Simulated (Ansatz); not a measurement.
# ClH₇OSi₂: search for a transition state

Aim: find the saddle point of a four-centre ligand exchange that is to form Si1–O7, Cl2–H6 and break Si1–Cl2, H6–O7, prove it by its vibrations, and relax downhill on both sides to see what it joins.

Program: Ansatz 0.2.0, Gaussian basis. Level of theory: PBE0-D4, def2-SVP first, then def2-TZVP. These are calculated values, not measurements.

152 further runs of the same task are left out: 152 set aside as unsound or not needed.

### Step 1. Where the work starts

The guess: 11 atoms, charge 0, spin multiplicity 1.

Atoms are counted from 1 here; the program's logs count them from 0.

Bond lengths: Si1–H3 1.461 Å, Si1–H4 1.491 Å, Si1–Si5 2.313 Å, Si5–H8 1.465 Å, Si5–H9 1.464 Å, Si5–H10 1.469 Å, H6–O7 0.985 Å, O7–H11 0.962 Å. Angles: H3–Si1–H4 99.9°, H3–Si1–Si5 132.2°, H4–Si1–Si5 107.1°, Si1–Si5–H8 113.5°, Si1–Si5–H9 111.8°, Si1–Si5–H10 108.5°, H8–Si5–H9 108.5°, H8–Si5–H10 108.0°, H9–Si5–H10 106.3°, H6–O7–H11 108.7°.

As a file:

```xyz
11
charge 0, multiplicity 1
Si   -0.3726   -0.6565   -0.0814
Cl    1.9137   -0.4218   -0.9346
H    -0.3531   -1.9323   -0.7923
H    -1.3856   -0.9633    0.9681
Si   -0.7623    1.5106   -0.7897
H     1.7325   -0.7472    1.0444
O     0.9295   -0.9360    1.5834
H     0.0143    2.5131   -0.0566
H    -0.4944    1.6706   -2.2197
H    -2.1874    1.8131   -0.6011
H     0.9653   -1.8502    1.8794
```

Distances that are to change: Si1–O7 2.13 Å, Cl2–H6 2.01 Å, Si1–Cl2 2.45 Å, H6–O7 0.99 Å.

### Step 2. Relaxing the guess with the reacting distances held

The input, hold/in.yaml:

```yaml
crystal:
  periodic: [false, false, false]
  atoms:
    - {symbol: Si, position_ang: [-0.372600, -0.656500, -0.081400]}
    - {symbol: Cl, position_ang: [1.913700, -0.421800, -0.934600]}
    - {symbol: H, position_ang: [-0.353100, -1.932300, -0.792300]}
    - {symbol: H, position_ang: [-1.385600, -0.963300, 0.968100]}
    - {symbol: Si, position_ang: [-0.762300, 1.510600, -0.789700]}
    - {symbol: H, position_ang: [1.732500, -0.747200, 1.044400]}
    - {symbol: O, position_ang: [0.929500, -0.936000, 1.583400]}
    - {symbol: H, position_ang: [0.014300, 2.513100, -0.056600]}
    - {symbol: H, position_ang: [-0.494400, 1.670600, -2.219700]}
    - {symbol: H, position_ang: [-2.187400, 1.813100, -0.601100]}
    - {symbol: H, position_ang: [0.965300, -1.850200, 1.879400]}
basis:
  gaussian: {orbitals: def2-SVP}
hamiltonian: {xc: pbe0, dispersion: d4}
relax: {f_tol: 0.04, max_steps: 150, escape_saddle: false, constraints: [{distance: [0, 6]}, {distance: [1, 5]}, {distance: [0, 1]}, {distance: [5, 6]}]}
```

Launch:

```sh
ansatz run in.yaml --threads 4 --pin off --events-out ev --progress --plain --max-ram 9574MiB
```

After this run come: A starting Hessian; Saddle search in the small basis; Saddle search in triple zeta; Checking the order of the point; Relaxing after a step of 0.30 Å one way along the mode; Relaxing after a step of 0.30 Å the other way along the mode.

What does the calculation give? Wanted: imaginary mode; barrier from the start side; barrier from the end side; energy of the step; pairs that change; zero-point energy at the saddle.

**Answer**, as computed:

```
                       quantity                                                       value
                 imaginary mode                                                   131i cm⁻¹
    barrier from the start side                                               20.2 kcal/mol
      barrier from the end side                                               18.2 kcal/mol
             energy of the step                                               +2.0 kcal/mol
              pairs that change  Si1–O7 formed, Cl2–H6 formed, Si1–Cl2 broken, H6–O7 broken
zero-point energy at the saddle                                                    1.851 eV
```

What this shows: One imaginary mode, 131i cm⁻¹, makes this a first-order saddle. Going downhill both ways gives the intended start and end. At PBE0-D4/def2-TZVP the electronic barrier is 20.2 kcal/mol, about 34 kT at 298 K, and the step runs 2.0 kcal/mol uphill. A step off the saddle overshot and began above it in energy, so the link to its end is likely but not proven. Lower complexes than these ends may exist.
